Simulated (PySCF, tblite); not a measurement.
# C₅H₁₄GeO: geometry, infrared bands, NMR shifts, electronic excitations and core binding energies, part 2 of 2

tblite 0.8.0 and PySCF 2.14.0. Atoms count from 0. Earlier steps stand in the parts before.

### Step 7. Nuclear shieldings: B97-2/pcSseg-1

What the job is given:

```
{"job": {"kind": "nmr", "xc": "B97-2", "basis": "pcSseg-1", "pop": false}, "charge": 0, "multiplicity": 1}
C     -1.903869    -0.524327     1.435115
C     -1.554235    -0.061823     0.025114
C     -2.808482     0.313989    -0.754719
C     -0.556937     1.097932     0.020689
C      0.773546     0.795328     0.681264
O      1.357272    -0.322866     0.062124
Ge     2.868906    -1.013798     0.703994
H     -1.021492    -0.896251     1.977344
H     -2.342508     0.298039     2.026012
H     -2.639956    -1.342853     1.409666
H     -1.061871    -0.902117    -0.494177
H     -2.566280     0.618580    -1.785017
H     -3.514365    -0.529361    -0.811154
H     -3.335133     1.156101    -0.274180
H     -1.001299     1.976593     0.523576
H     -0.363024     1.397195    -1.023418
H      0.625934     0.615677     1.766149
H      1.432050     1.683714     0.598351
H      3.165364    -2.214663    -0.200703
H      2.642728    -1.438688     2.170568
H      3.986536     0.047760     0.631002
```

Level: GIAO B97-2/pcSseg-1 NMR shielding, non-relativistic, gas phase.

The log of the run:

```text
coarse grid: 73104 points
cycle   1  E = -2351.2327474191  dE = -2.358e-01  |g| = 1.068e+00  |ddm| = 3.911e+00
cycle   2  E = -2350.8873782465  dE =  3.454e-01  |g| = 1.671e+00  |ddm| = 2.099e+00
cycle   3  E = -2351.3699252777  dE = -4.825e-01  |g| = 2.954e-01  |ddm| = 1.679e+00
cycle   4  E = -2351.3850979996  dE = -1.517e-02  |g| = 8.112e-02  |ddm| = 2.630e-01
cycle   5  E = -2351.3860776811  dE = -9.797e-04  |g| = 1.317e-02  |ddm| = 7.253e-02
cycle   6  E = -2351.3861123899  dE = -3.471e-05  |g| = 5.119e-03  |ddm| = 1.644e-02
cycle   7  E = -2351.3861181644  dE = -5.775e-06  |g| = 7.336e-04  |ddm| = 4.514e-03
final grid: 155496 points
cycle   8  E = -2351.3861461150  dE = -9.566e-08  |g| = 8.324e-04  |ddm| = 3.161e-03
cycle   9  E = -2351.3861459859  dE =  1.291e-07  |g| = 1.146e-03  |ddm| = 1.759e-03
cycle  10  E = -2351.3861462719  dE = -2.860e-07  |g| = 1.562e-04  |ddm| = 1.039e-03
cycle  11  E = -2351.3861462762  dE = -4.291e-09  |g| = 2.420e-05  |ddm| = 1.187e-04
cycle  12  E = -2351.3861462763  dE = -9.595e-11  |g| = 4.537e-06  |ddm| = 2.628e-05
converged SCF energy = -2351.3861462763

GIAO shielding tensors (ppm)
atom      isotropic    diamagn.    paramagn.     s11        s22        s33       span
  0 C      163.367     247.856     -84.489    148.801    157.932    183.368     34.567
  1 C      159.651     245.570     -85.920    151.797    161.794    165.361     13.565
  2 C      158.036     245.537     -87.501    139.377    149.730    185.000     45.623
  3 C      140.911     249.527    -108.616    124.984    140.032    157.718     32.735
  4 C      118.086     245.023    -126.938     89.342    101.413    163.502     74.160
  5 O      317.558     405.059     -87.501    293.471    317.881    341.321     47.850
  6 Ge    1400.097    2756.553   -1356.456   1276.745   1291.781   1631.765    355.021
  7 H       30.025      32.126      -2.100     24.389     30.181     35.506     11.117
  8 H       31.114      30.600       0.513     28.192     28.262     36.887      8.696
  9 H       30.484      29.959       0.525     26.501     27.920     37.030     10.529
 10 H       29.453      33.793      -4.340     24.872     29.518     33.968      9.096
 11 H       30.362      29.651       0.712     25.915     28.194     36.979     11.065
 12 H       30.277      28.647       1.630     26.005     27.751     37.074     11.068
 13 H       30.720      29.121       1.598     27.447     28.504     36.208      8.761
 14 H       30.706      32.681      -1.975     26.807     29.959     35.351      8.544
 15 H       29.623      33.197      -3.574     24.850     29.677     34.344      9.494
 16 H       27.774      32.482      -4.708     23.330     28.576     31.416      8.086
 17 H       27.746      30.748      -3.002     22.097     28.308     32.832     10.734
 18 H       26.521      28.471      -1.950     20.014     22.438     37.110     17.096
 19 H       26.501      28.286      -1.785     20.108     23.125     36.270     16.162
 20 H       26.468      27.752      -1.283     20.271     22.236     36.899     16.628
```

Run time: 75 s. Hardware: 1 thread of Arm Neoverse N1, shared host; peak memory 1.2 GiB.

In short: δ C4 65.6, C3 42.8, C1 24.0, C0 23.0, H18 4.88, H16 3.62 ppm (means over like atoms).

### Step 8. Core-electron binding energies: SCAN, X2C

The job, as its differences from that of step 7:

```diff
@@ -1,2 +1,2 @@
-{"job": {"kind": "nmr", "xc": "B97-2", "basis": "pcSseg-1", "pop": false}, "charge": 0, "multiplicity": 1}
+{"job": {"kind": "xps"}, "charge": 0, "multiplicity": 1}
 C     -1.903869    -0.524327     1.435115
```

Method: delta-SCF UKS SCAN, pcX-2 on the ionised atom, pcseg-1 elsewhere, spin-free X2C.

The log of the run:

```text
ground state, core basis on atom 0 (C), 212 functions
  cycle   1  E = -2367.94609028  |g| = 7.91e-01
  cycle   2  E = -2367.45741454  |g| = 1.68e+00
  cycle   3  E = -2368.07688989  |g| = 2.58e-01
  cycle   4  E = -2368.09121661  |g| = 7.76e-02
  cycle   5  E = -2368.09258095  |g| = 1.94e-02
  cycle   6  E = -2368.09266745  |g| = 6.83e-03
  cycle   7  E = -2368.09267976  |g| = 1.03e-03
  cycle   8  E = -2368.09267915  |g| = 4.34e-04
  E(ground) = -2368.23961816 Eh
hole in C 1s of atom 0
  cycle   1  E = -2356.86534802  |g| = 1.51e+00
  cycle   2  E = -2356.28682306  |g| = 1.76e+00
  cycle   3  E = -2357.38864293  |g| = 3.12e-01
  cycle   4  E = -2357.42438638  |g| = 8.24e-02
  cycle   5  E = -2357.42669466  |g| = 4.29e-02
  cycle   6  E = -2357.42740522  |g| = 1.79e-02
  cycle   7  E = -2357.42750635  |g| = 8.76e-03
  cycle   8  E = -2357.42753801  |g| = 1.72e-03
  cycle   9  E = -2357.42754200  |g| = 8.94e-04
  cycle  10  E = -2357.42754015  |g| = 5.14e-04
  cycle  11  E = -2357.42754176  |g| = 1.04e-04
  E(ion) = -2357.57356215 Eh   <S^2> = 0.7679   hole on atom = 1.000   binding energy = 290.238 eV
ground state, core basis on atom 1 (C), 212 functions
  cycle   1  E = -2368.09416688  |g| = 5.95e-02
  cycle   2  E = -2368.09411137  |g| = 2.59e-02
  cycle   3  E = -2368.09417557  |g| = 2.01e-02
  cycle   4  E = -2368.09427743  |g| = 1.72e-03
  cycle   5  E = -2368.09427853  |g| = 7.33e-04
  cycle   6  E = -2368.09427912  |g| = 1.14e-04
  E(ground) = -2368.24133605 Eh
hole in C 1s of atom 1
  cycle   1  E = -2356.85443321  |g| = 1.52e+00
  cycle   2  E = -2355.95745519  |g| = 2.00e+00
  cycle   3  E = -2357.37763203  |g| = 3.52e-01
  cycle   4  E = -2357.42501048  |g| = 1.04e-01
  cycle   5  E = -2357.42743663  |g| = 7.08e-02
  cycle   6  E = -2357.42941343  |g| = 1.84e-02
  cycle   7  E = -2357.42952843  |g| = 7.84e-03
  cycle   8  E = -2357.42956186  |g| = 1.88e-03
  cycle   9  E = -2357.42956417  |g| = 1.05e-03
  cycle  10  E = -2357.42956569  |g| = 5.38e-04
  cycle  11  E = -2357.42956504  |g| = 1.48e-04
  E(ion) = -2357.57565707 Eh   <S^2> = 0.7700   hole on atom = 1.000   binding energy = 290.228 eV
ground state, core basis on atom 3 (C), 212 functions
  cycle   1  E = -2368.09347462  |g| = 5.83e-02
  cycle   2  E = -2368.09343597  |g| = 2.21e-02
  cycle   3  E = -2368.09345968  |g| = 1.99e-02
  cycle   4  E = -2368.09354903  |g| = 3.55e-03
  cycle   5  E = -2368.09355136  |g| = 4.18e-04
  E(ground) = -2368.24073968 Eh
hole in C 1s of atom 3
  cycle   1  E = -2356.85795848  |g| = 1.52e+00
  cycle   2  E = -2356.07270949  |g| = 1.91e+00
  cycle   3  E = -2357.37953907  |g| = 3.51e-01
  cycle   4  E = -2357.41686158  |g| = 1.81e-01
  cycle   5  E = -2357.42764737  |g| = 7.76e-02
  cycle   6  E = -2357.42979464  |g| = 1.84e-02
  cycle   7  E = -2357.42993550  |g| = 6.64e-03
  cycle   8  E = -2357.42996255  |g| = 2.02e-03
  cycle   9  E = -2357.42996658  |g| = 1.02e-03
  cycle  10  E = -2357.42996772  |g| = 5.18e-04
  cycle  11  E = -2357.42996821  |g| = 1.29e-04
  E(ion) = -2357.57608310 Eh   <S^2> = 0.7694   hole on atom = 1.000   binding energy = 290.200 eV
ground state, core basis on atom 4 (C), 212 functions
  cycle   1  E = -2368.09523616  |g| = 5.79e-02
  cycle   2  E = -2368.09520866  |g| = 1.97e-02
  cycle   3  E = -2368.09521806  |g| = 1.89e-02
  cycle   4  E = -2368.09530351  |g| = 2.05e-03
  cycle   5  E = -2368.09530414  |g| = 9.23e-04
  cycle   6  E = -2368.09530419  |g| = 1.06e-04
  E(ground) = -2368.24176821 Eh
hole in C 1s of atom 4
  cycle   1  E = -2356.80572502  |g| = 1.51e+00
  cycle   2  E = -2355.55061674  |g| = 2.18e+00
  cycle   3  E = -2357.31255165  |g| = 3.67e-01
  cycle   4  E = -2357.36202445  |g| = 1.45e-01
  cycle   5  E = -2357.36913706  |g| = 8.49e-02
  cycle   6  E = -2357.37177675  |g| = 2.34e-02
  cycle   7  E = -2357.37199726  |g| = 8.99e-03
  cycle   8  E = -2357.37204284  |g| = 2.97e-03
  cycle   9  E = -2357.37205020  |g| = 1.44e-03
  cycle  10  E = -2357.37205441  |g| = 6.86e-04
  cycle  11  E = -2357.37205375  |g| = 2.46e-04
  E(ion) = -2357.51741960 Eh   <S^2> = 0.7726   hole on atom = 1.000   binding energy = 291.824 eV
ground state, core basis on atom 5 (O), 212 functions
  cycle   1  E = -2368.12343145  |g| = 1.01e-01
  cycle   2  E = -2368.12216598  |g| = 9.39e-02
  cycle   3  E = -2368.12301888  |g| = 6.65e-02
  cycle   4  E = -2368.12380908  |g| = 6.33e-03
  cycle   5  E = -2368.12382213  |g| = 1.04e-03
  cycle   6  E = -2368.12382203  |g| = 1.85e-04
  E(ground) = -2368.26937821 Eh
hole in O 1s of atom 5
  cycle   1  E = -2347.53039551  |g| = 2.23e+00
  cycle   2  E = -2346.86135630  |g| = 2.33e+00
  cycle   3  E = -2348.30359003  |g| = 4.57e-01
  cycle   4  E = -2348.36261245  |g| = 1.58e-01
  cycle   5  E = -2348.37409547  |g| = 5.53e-02
  cycle   6  E = -2348.37548926  |g| = 1.12e-02
  cycle   7  E = -2348.37554777  |g| = 4.37e-03
  cycle   8  E = -2348.37555545  |g| = 1.40e-03
  cycle   9  E = -2348.37555628  |g| = 4.67e-04
  E(ion) = -2348.52238783 Eh   <S^2> = 0.7631   hole on atom = 1.000   binding energy = 537.343 eV
```

Wall time 3.2 min (1 thread of Arm Neoverse N1, shared host); peak memory 0.63 GiB.

The holes in one table. −ε is the ground-state orbital energy:

```csv
hole,stands for,environment,ΔSCF (eV),−ε (eV),⟨S²⟩
C1s on C0,"C0, C2",methyl carbon,290.24,273.2,0.768
C1s on C1,C1,sp3 CH,290.23,273.5,0.770
C1s on C3,C3,sp3 CH2,290.20,273.4,0.769
C1s on C4,C4,sp3 CH2 bonded to O,291.82,274.9,0.773
O1s on O5,O5,"oxygen bonded to C, Ge",537.34,516.4,0.763
```

Each hole run stands for the others of its class of like atoms.

### Step 9. Side by side: NMR shifts

Shifts (ppm) of some atoms, chosen among heavy atoms and hydrogens apart, means over like atoms, with basis size and wall time:

| run | C4 | C3 | C1 | H18 | H7 | O5 | Ge6 | functions | time |
| --- | --- | --- | --- | --- | --- | --- | --- | --- | --- |
| PBE0/pcSseg-1 | 66.1 | 43.3 | 23.5 | 4.93 | 0.86 | 12.5 | -74 | 213 | 81 s |
| B97-2/pcSseg-1 | 65.6 | 42.8 | 24.0 | 4.88 | 0.88 | 14.1 | -79 | 213 | 75 s |

### Step 10. What came out

The summary covers parts 1 to 2.

| quantity | value |
| --- | --- |
| strongest single infrared mode (GFN2-xTB) | 1969 cm⁻¹, 546 km/mol |
| zero-point energy (GFN2-xTB) | 109.3 kcal/mol |
| point group | C1 |
| rotational constants (main isotopes) | 4.49, 0.60, 0.58 GHz |
| ¹³C shifts against TMS (PBE0/pcSseg-1, means over atoms taken as alike) | 66.1, 43.3, 23.5, 22.9 ppm |
| ¹H shifts against TMS (PBE0/pcSseg-1, means over atoms taken as alike) | 4.93, 3.61, 1.92, 1.20, 0.86 ppm |
| ¹⁷O shifts against H2O (PBE0/pcSseg-1) | 12.5 ppm |
| ⁷³Ge shifts against GeMe4 (PBE0/pcSseg-1) | -74 ppm |
| lowest singlet (wB97X-D/def2-SVPD) | 6.72 eV (184 nm), f = 0.000 |
| brightest single state of those computed | state 9, 8.77 eV, f = 0.172 |
| lowest triplet | 6.43 eV |
| vertical ionisation energy (ΔSCF) | 9.75 eV |
| C1s binding energies, SCAN/pcX-2 | C4 291.82, C0 290.24, C1 290.23, C3 290.20 eV |
| O1s binding energies, SCAN/pcX-2 | O5 537.34 eV |
| range of the shift of Ge6 | -79 to -74 ppm |

**Reading.** Over 117 steps the energy fell by 1.179 eV; of the close pairs, O5–Ge6 changed most, 1.807 to 1.740 Å (GFN2-xTB). The lowest mode is slightly imaginary (11i cm⁻¹), a soft motion within the noise of the Hessian, so the minimum is not strictly shown. The strongest single mode, at 1969 cm⁻¹, moves mainly H19 and H20. GFN2-xTB is a fitted tight-binding method: band positions and strengths are rough. Its intensities can rank the bands wrongly. Relaxing lowered the energy by 0.213 eV in 11 steps; the close pair that moved most is Ge6–H20, from 1.486 to 1.543 Å (PBE0/def2-SVP). At PBE0/pcSseg-1: Shielding is most anisotropic at Ge6 (span 367 ppm, paramagnetic term -1352 ppm). The lowest singlet, at 6.72 eV, is HOMO→LUMO 0.79, HOMO→LUMO+1 0.12 and is dark; of the 10 states computed, the strongest absorption comes from state 9 at 8.77 eV. The lowest triplet lies 0.29 eV below the lowest singlet (triplets in Tamm-Dancoff, singlets in full TDDFT). ΔSCF puts the ionisation energy at 9.75 eV, 0.16 eV above −ε(HOMO). C4 (sp3 CH2 bonded to O) binds its C1s electron 1.62 eV more tightly than C3 (sp3 CH2). In ppm, Ge6 moves most: its shift spreads over 5 ppm, from -79 (B97-2/pcSseg-1) to -74 (PBE0/pcSseg-1). Spin-orbit coupling is left out, which matters for shieldings and couplings at and beside the heavy atoms.
